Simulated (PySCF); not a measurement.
# C₃H₆BN: electronic excitations and core binding energies

Aim: predict the electronic excitations and core binding energies of C₃H₆BN (`C#CBNC`).

Programs: PySCF 2.14.0, with density-fitted response routines of our own. Each step states its level of theory. These are calculated values for one molecule in the gas phase, unless marked as measured. Atoms count from 0, in the outputs and in this text.

### 1 The starting structure

11 atoms, charge 0, multiplicity 1; geometry from: GFN2-xTB.

Bonds of the start (Å): C0–C1 1.20, C1–B2 1.52, B2–N3 1.38, N3–C4 1.44, C0–H5 1.05, B2–H6 1.17, N3–H7 1.01, C4–H8 1.09, C4–H9 1.09, C4–H10 1.09.

### 2 Excited states and response: CAM-B3LYP/def2-SVPD

Job settings and geometry (Å):

```
{"job": {"kind": "uv", "xc": "CAM-B3LYP", "basis": "def2-SVPD", "nstates": 8, "ntriplets": 3}, "charge": 0, "multiplicity": 1}
C      2.396389    -0.594479     0.647365
C      1.532257     0.154292     0.271968
B      0.455137     1.115322    -0.203713
N     -0.846873     0.675965    -0.355024
C     -1.361166    -0.650434    -0.109721
H      3.156244    -1.245147     0.974225
H      0.716566     2.234140    -0.445673
H     -1.564536     1.311931    -0.671985
H     -0.547973    -1.288948     0.229494
H     -1.790071    -1.078317    -1.021053
H     -2.140549    -0.631655     0.658154
```

Method: TDDFT CAM-B3LYP/def2-SVPD, vertical, gas phase, core orbitals frozen in the response.

Command:

```console
OMP_NUM_THREADS=1 python probes_run.py task.json out
```

The driver reads the jobs from task.json and runs them one after another.

Log:

```text
coarse grid: 9128 points
cycle   1  E = -197.1891089074  dE =  5.559e-01  |g| = 3.415e-01  |ddm| = 1.062e+01
cycle   2  E = -197.1992981292  dE = -1.019e-02  |g| = 3.101e-01  |ddm| = 1.600e+00
cycle   3  E = -197.2207659619  dE = -2.147e-02  |g| = 9.515e-02  |ddm| = 5.610e-01
cycle   4  E = -197.2228021558  dE = -2.036e-03  |g| = 3.057e-02  |ddm| = 2.044e-01
cycle   5  E = -197.2230273269  dE = -2.252e-04  |g| = 9.304e-03  |ddm| = 9.309e-02
cycle   6  E = -197.2230463752  dE = -1.905e-05  |g| = 2.147e-03  |ddm| = 1.971e-02
cycle   7  E = -197.2230475859  dE = -1.211e-06  |g| = 3.520e-04  |ddm| = 6.934e-03
final grid: 88056 points
cycle   8  E = -197.2608645818  dE = -2.450e-05  |g| = 2.954e-03  |ddm| = 8.075e-02
cycle   9  E = -197.2608646705  dE = -8.870e-08  |g| = 3.058e-03  |ddm| = 1.260e-02
cycle  10  E = -197.2608667615  dE = -2.091e-06  |g| = 3.782e-04  |ddm| = 3.875e-03
cycle  11  E = -197.2608667911  dE = -2.967e-08  |g| = 1.333e-04  |ddm| = 7.319e-04
cycle  12  E = -197.2608667953  dE = -4.186e-09  |g| = 2.779e-05  |ddm| = 3.530e-04
cycle  13  E = -197.2608667955  dE = -1.730e-10  |g| = 1.502e-05  |ddm| = 6.177e-05
converged SCF energy = -197.2608667955

Static polarisability (au): isotropic 57.561, principal 41.410 55.584 75.690

Singlet excitations
state   eV       nm        f      main configurations
  1   5.3728    230.8   0.00026   H-1->L 0.95
  2   6.0106    206.3   0.10340   H->L 0.68, H-1->L+4 0.09, H-2->L 0.09
  3   6.6237    187.2   0.00037   H->L+1 0.53, H->L+4 0.15, H->L+2 0.14
  4   7.1205    174.1   0.00002   H->L+1 0.33, H-2->L+1 0.16, H->L+4 0.15
  5   7.2795    170.3   0.22144   H-2->L 0.57, H->L 0.24
  6   7.7691    159.6   0.08453   H-1->L+1 0.60, H-1->L+2 0.25, H-1->L+3 0.10
  7   7.8411    158.1   0.04263   H-3->L 0.63, H->L+2 0.22
  8   7.8551    157.8   0.02503   H->L+2 0.39, H-3->L 0.30, H-2->L+1 0.11

Triplet excitations (Tamm-Dancoff, eV): 4.5536 4.9934 5.5676
```

It took 31 s on 1 thread of Arm Neoverse N1, shared host; peak memory 0.61 GiB.

The orbitals next to the gap, with their largest atomic shares:

```csv
orbital,eV,atoms
HOMO−3,-11.51,"B2 35 %, H6 28 %, C1 13 %"
HOMO−2,-10.18,"C1 27 %, C0 22 %, N3 19 %"
HOMO−1,-9.24,"C0 42 %, C1 39 %, B2 7 %"
HOMO,-8.90,"N3 35 %, C0 20 %, C1 19 %"
LUMO,0.47,"B2 28 %, C0 22 %, C1 22 %"
LUMO+1,1.02,"B2 44 %, H7 15 %, C4 12 %"
LUMO+2,1.78,"C0 32 %, C1 11 %, H8 10 %"
```

With each of the 8 states as a Gaussian band of 0.4 eV half-width at 1/e, the curve within the window shown has maxima at 206 nm (ε 4,200), 168 nm (ε 10,000) L/(mol cm). Beyond the last state computed it falls off for lack of states. The curve at chosen wavelengths:

| nm | ε (L/mol/cm) |
| --- | --- |
| 152 | 2933 |
| 156 | 5946 |
| 161 | 8693 |
| 165 | 10019 |
| 169 | 10385 |
| 173 | 8771 |
| 178 | 4918 |
| 182 | 2379 |
| 186 | 1150 |
| 191 | 1191 |
| 195 | 2031 |
| 199 | 3119 |
| 203 | 3957 |
| 208 | 4122 |
| 212 | 3548 |
| 216 | 2646 |
| 220 | 1739 |
| 225 | 882 |
| 229 | 461 |
| 233 | 224 |
| 238 | 84 |
| 242 | 37 |
| 246 | 17 |
| 250 | 8 |
| 255 | 3 |
| 259 | 2 |

Leading natural transition orbitals of singlet state 5: the hole lies on N3 45 %; B2 17 %; H9, H10 about 8 % each; the particle on B2 31 %; C0 21 %; C1 15 %.

Leading natural transition orbitals of singlet state 1: the hole lies on C0, C1 about 43 % each; the particle on C0 27 %; B2 24 %; C1 21 %.

Further results of this job:

```csv
property,computed
dipole moment (D),1.89
polarisability (Å³),8.53
HOMO–LUMO gap (eV),9.36
−ε(HOMO) (eV),8.90
```

The fields below are evaluated on a grid from the run's orbitals.

Frontier orbitals at CAM-B3LYP/def2-SVPD, with the share of their density that lies nearest to each atom:

```csv
orbital,energy (eV),lies on
HOMO,-8.90,N3 36 %; C0 22 %; C1 18 %
LUMO,0.47,B2 31 %; C0 20 %; C1 15 %
```

ELF in a plane through or near 9 of the atoms.

Values, 10 rows by 14 columns:
```
0.00 0.00 0.00 0.00 0.00 0.00 0.00 0.00 0.00 0.00 0.00 0.00 0.00 0.00
0.00 0.00 0.00 0.00 0.00 0.01 0.26 0.10 0.00 0.00 0.00 0.00 0.00 0.00
0.00 0.00 0.00 0.00 0.00 0.58 1.00 0.98 0.01 0.00 0.00 0.00 0.00 0.00
0.00 0.00 0.00 0.03 0.07 0.13 0.97 0.62 0.19 0.90 0.17 0.00 0.00 0.00
0.00 0.00 0.07 0.56 0.81 0.31 0.79 0.90 0.45 0.82 0.04 0.00 0.00 0.00
0.00 0.00 0.42 0.87 0.77 0.73 0.53 0.17 0.60 0.39 0.05 0.00 0.00 0.00
0.00 0.00 0.93 1.00 0.73 0.62 0.04 1.00 0.52 0.60 0.09 0.00 0.00 0.00
0.00 0.00 0.02 0.22 0.09 0.05 0.01 0.91 0.15 0.02 0.01 0.00 0.00 0.00
0.00 0.00 0.00 0.00 0.00 0.00 0.00 0.00 0.00 0.00 0.00 0.00 0.00 0.00
0.00 0.00 0.00 0.00 0.00 0.00 0.00 0.00 0.00 0.00 0.00 0.00 0.00 0.00
```
The map spans 12.0 Å across and 9.9 Å up, centred on the molecule. Atoms in the plane (x, y in Å): C0 (-2.5, -0.4), C1 (-1.5, 0.3), B2 (-0.3, 1.2), N3 (1.0, 0.6), C4 (1.3, -0.8), H5 (-3.4, -1.0), H6 (-0.4, 2.3), H7 (1.8, 1.2), H8 (0.4, -1.4).

On the surface of density 0.002 e/bohr³ the electrostatic potential runs, from the 1st to the 99th percentile, from -0.98 V near C1 to 1.69 V near H7.

### 3 Core-electron binding energies: SCAN, X2C

The job, as its differences from that of step 2:

```diff
@@ -1,2 +1,2 @@
-{"job": {"kind": "uv", "xc": "CAM-B3LYP", "basis": "def2-SVPD", "nstates": 8, "ntriplets": 3}, "charge": 0, "multiplicity": 1}
+{"job": {"kind": "xps"}, "charge": 0, "multiplicity": 1}
 C      2.396389    -0.594479     0.647365
```

Level: delta-SCF UKS SCAN, pcX-2 on the ionised atom, pcseg-1 elsewhere, spin-free X2C.

Log:

```text
ground state, core basis on atom 0 (C), 131 functions
  cycle   1  E = -197.39498795  |g| = 4.99e-01
  cycle   2  E = -197.33554576  |g| = 6.70e-01
  cycle   3  E = -197.44020015  |g| = 2.91e-01
  cycle   4  E = -197.46300635  |g| = 4.22e-02
  cycle   5  E = -197.46336718  |g| = 2.05e-02
  cycle   6  E = -197.46346305  |g| = 7.79e-03
  cycle   7  E = -197.46347532  |g| = 1.73e-03
  cycle   8  E = -197.46347687  |g| = 5.10e-04
  cycle   9  E = -197.46347703  |g| = 1.18e-04
  E(ground) = -197.47366121 Eh
hole in C 1s of atom 0
  cycle   1  E = -186.22802068  |g| = 1.50e+00
  cycle   2  E = -184.25810895  |g| = 2.22e+00
  cycle   3  E = -186.50735047  |g| = 7.34e-01
  cycle   4  E = -186.67760202  |g| = 4.99e-01
  cycle   5  E = -186.77935971  |g| = 2.17e-01
  cycle   6  E = -186.80149955  |g| = 7.50e-02
  cycle   7  E = -186.80427812  |g| = 2.95e-02
  cycle   8  E = -186.80481848  |g| = 9.71e-03
  cycle   9  E = -186.80498885  |g| = 5.88e-03
  cycle  10  E = -186.80509680  |g| = 3.70e-03
  cycle  11  E = -186.80511706  |g| = 1.61e-03
  cycle  12  E = -186.80511971  |g| = 5.82e-04
  cycle  13  E = -186.80511982  |g| = 2.65e-04
  E(ion) = -186.81460131 Eh   <S^2> = 0.8432   hole on atom = 1.000   binding energy = 290.048 eV
ground state, core basis on atom 1 (C), 131 functions
  cycle   1  E = -197.46298846  |g| = 6.80e-02
  cycle   2  E = -197.46022613  |g| = 1.09e-01
  cycle   3  E = -197.46286404  |g| = 4.35e-02
  cycle   4  E = -197.46337668  |g| = 5.08e-03
  cycle   5  E = -197.46338384  |g| = 6.00e-04
  cycle   6  E = -197.46338479  |g| = 2.44e-04
  E(ground) = -197.47366682 Eh
hole in C 1s of atom 1
  cycle   1  E = -186.24222232  |g| = 1.51e+00
  cycle   2  E = -185.08870963  |g| = 2.00e+00
  cycle   3  E = -186.59417501  |g| = 6.67e-01
  cycle   4  E = -186.74018028  |g| = 3.66e-01
  cycle   5  E = -186.80221798  |g| = 9.41e-02
  cycle   6  E = -186.80429666  |g| = 6.47e-02
  cycle   7  E = -186.80672585  |g| = 2.19e-02
  cycle   8  E = -186.80723230  |g| = 9.33e-03
  cycle   9  E = -186.80749337  |g| = 6.16e-03
  cycle  10  E = -186.80763374  |g| = 3.48e-03
  cycle  11  E = -186.80765119  |g| = 1.77e-03
  cycle  12  E = -186.80765484  |g| = 7.81e-04
  cycle  13  E = -186.80765543  |g| = 2.53e-04
  E(ion) = -186.81665787 Eh   <S^2> = 0.8616   hole on atom = 1.000   binding energy = 289.992 eV
ground state, core basis on atom 2 (B), 131 functions
  cycle   1  E = -197.45352949  |g| = 5.29e-02
  cycle   2  E = -197.45227826  |g| = 7.36e-02
  cycle   3  E = -197.45333064  |g| = 3.98e-02
  cycle   4  E = -197.45374100  |g| = 1.02e-02
  cycle   5  E = -197.45376623  |g| = 2.65e-03
  cycle   6  E = -197.45376898  |g| = 2.76e-04
  E(ground) = -197.46376422 Eh
hole in B 1s of atom 2
  cycle   1  E = -189.85945263  |g| = 1.17e+00
  cycle   2  E = -188.80052482  |g| = 1.71e+00
  cycle   3  E = -190.04858038  |g| = 6.18e-01
  cycle   4  E = -190.16626412  |g| = 4.21e-01
  cycle   5  E = -190.25764109  |g| = 1.49e-01
  cycle   6  E = -190.26730208  |g| = 7.11e-02
  cycle   7  E = -190.26981205  |g| = 2.64e-02
  cycle   8  E = -190.27038230  |g| = 9.44e-03
  cycle   9  E = -190.27061568  |g| = 7.54e-03
  cycle  10  E = -190.27080986  |g| = 4.24e-03
  cycle  11  E = -190.27090291  |g| = 2.77e-03
  cycle  12  E = -190.27093084  |g| = 1.86e-03
  cycle  13  E = -190.27094865  |g| = 1.32e-03
  cycle  14  E = -190.27095606  |g| = 6.33e-04
  cycle  15  E = -190.27095700  |g| = 5.02e-04
  cycle  16  E = -190.27095685  |g| = 4.76e-04
  E(ion) = -190.28138237 Eh   <S^2> = 0.8677   hole on atom = 1.000   binding energy = 195.443 eV
ground state, core basis on atom 3 (N), 131 functions
  cycle   1  E = -197.47224950  |g| = 7.21e-02
  cycle   2  E = -197.47224867  |g| = 1.04e-02
  cycle   3  E = -197.47222636  |g| = 1.45e-02
  cycle   4  E = -197.47227109  |g| = 2.69e-03
  cycle   5  E = -197.47227219  |g| = 4.22e-04
  E(ground) = -197.47947750 Eh
hole in N 1s of atom 3
  cycle   1  E = -181.87352640  |g| = 1.87e+00
  cycle   2  E = -180.92122094  |g| = 2.20e+00
  cycle   3  E = -182.36790706  |g| = 6.36e-01
  cycle   4  E = -182.32711731  |g| = 6.39e-01
  cycle   5  E = -182.57524232  |g| = 1.25e-01
  cycle   6  E = -182.58322865  |g| = 4.04e-02
  cycle   7  E = -182.58420233  |g| = 7.66e-03
  cycle   8  E = -182.58423687  |g| = 2.32e-03
  cycle   9  E = -182.58424136  |g| = 9.86e-04
  cycle  10  E = -182.58424182  |g| = 3.65e-04
  E(ion) = -182.59008063 Eh   <S^2> = 0.7654   hole on atom = 1.000   binding energy = 405.161 eV
ground state, core basis on atom 4 (C), 131 functions
  cycle   1  E = -197.46012379  |g| = 5.61e-02
  cycle   2  E = -197.46011395  |g| = 1.27e-02
  cycle   3  E = -197.46009829  |g| = 1.52e-02
  cycle   4  E = -197.46015024  |g| = 1.52e-03
  cycle   5  E = -197.46014905  |g| = 4.60e-04
  E(ground) = -197.46873101 Eh
hole in C 1s of atom 4
  cycle   1  E = -186.18829600  |g| = 1.50e+00
  cycle   2  E = -184.80755767  |g| = 2.14e+00
  cycle   3  E = -186.55336217  |g| = 5.79e-01
  cycle   4  E = -186.62374710  |g| = 4.78e-01
  cycle   5  E = -186.71981044  |g| = 1.93e-01
  cycle   6  E = -186.73500728  |g| = 1.07e-01
  cycle   7  E = -186.74080815  |g| = 1.42e-02
  cycle   8  E = -186.74091876  |g| = 4.67e-03
  cycle   9  E = -186.74093752  |g| = 2.09e-03
  cycle  10  E = -186.74094167  |g| = 1.23e-03
  cycle  11  E = -186.74094352  |g| = 4.21e-04
  E(ion) = -186.74854131 Eh   <S^2> = 0.7692   hole on atom = 1.000   binding energy = 291.711 eV
```

It took 67 s on 1 thread of Arm Neoverse N1, shared host; peak memory 0.47 GiB.

Binding energies by hole, beside the orbital energy of the ground state; the difference holds orbital relaxation and, for a density functional, its self-interaction error:

```csv
hole,stands for,environment,ΔSCF (eV),−ε (eV),⟨S²⟩
C1s on C0,C0,terminal alkyne carbon,290.05,273.4,0.843
C1s on C1,C1,alkyne carbon,289.99 (doubtful),273.0,0.862
B1s on B2,B2,"boron bonded to C, N, H",195.44 (doubtful),179.7,0.868
N1s on N3,N3,"nitrogen bonded to C, B, H",405.16,386.3,0.765
C1s on C4,C4,methyl carbon bonded to N,291.71,274.4,0.769
```

Doubtful: the ion did not converge, its hole moved, or its ⟨S²⟩ is well above 0.75.

### 4 What came out

| quantity | value |
| --- | --- |
| lowest singlet (CAM-B3LYP/def2-SVPD) | 5.37 eV (231 nm), f = 0.000 |
| brightest single state of those computed | state 5, 7.28 eV, f = 0.221 |
| lowest triplet | 4.55 eV |
| surface potential, 1st and 99th percentile | -0.98 V and 1.69 V |
| C1s binding energies, SCAN/pcX-2 (standing for 2 of 3 atoms) | C4 291.71, C0 290.05 eV |
| N1s binding energies, SCAN/pcX-2 | N3 405.16 eV |

What this shows: The lowest singlet, at 5.37 eV, is HOMO−1→LUMO 0.95 and is dark; of the 8 states computed, the strongest absorption comes from state 5 at 7.28 eV. The lowest triplet lies 0.82 eV below the lowest singlet (triplets in Tamm-Dancoff, singlets in full TDDFT). C4 (methyl carbon bonded to N) binds its C1s electron 1.66 eV more tightly than C0 (terminal alkyne carbon). Only 2 of the 3 C atoms are covered by sound results.
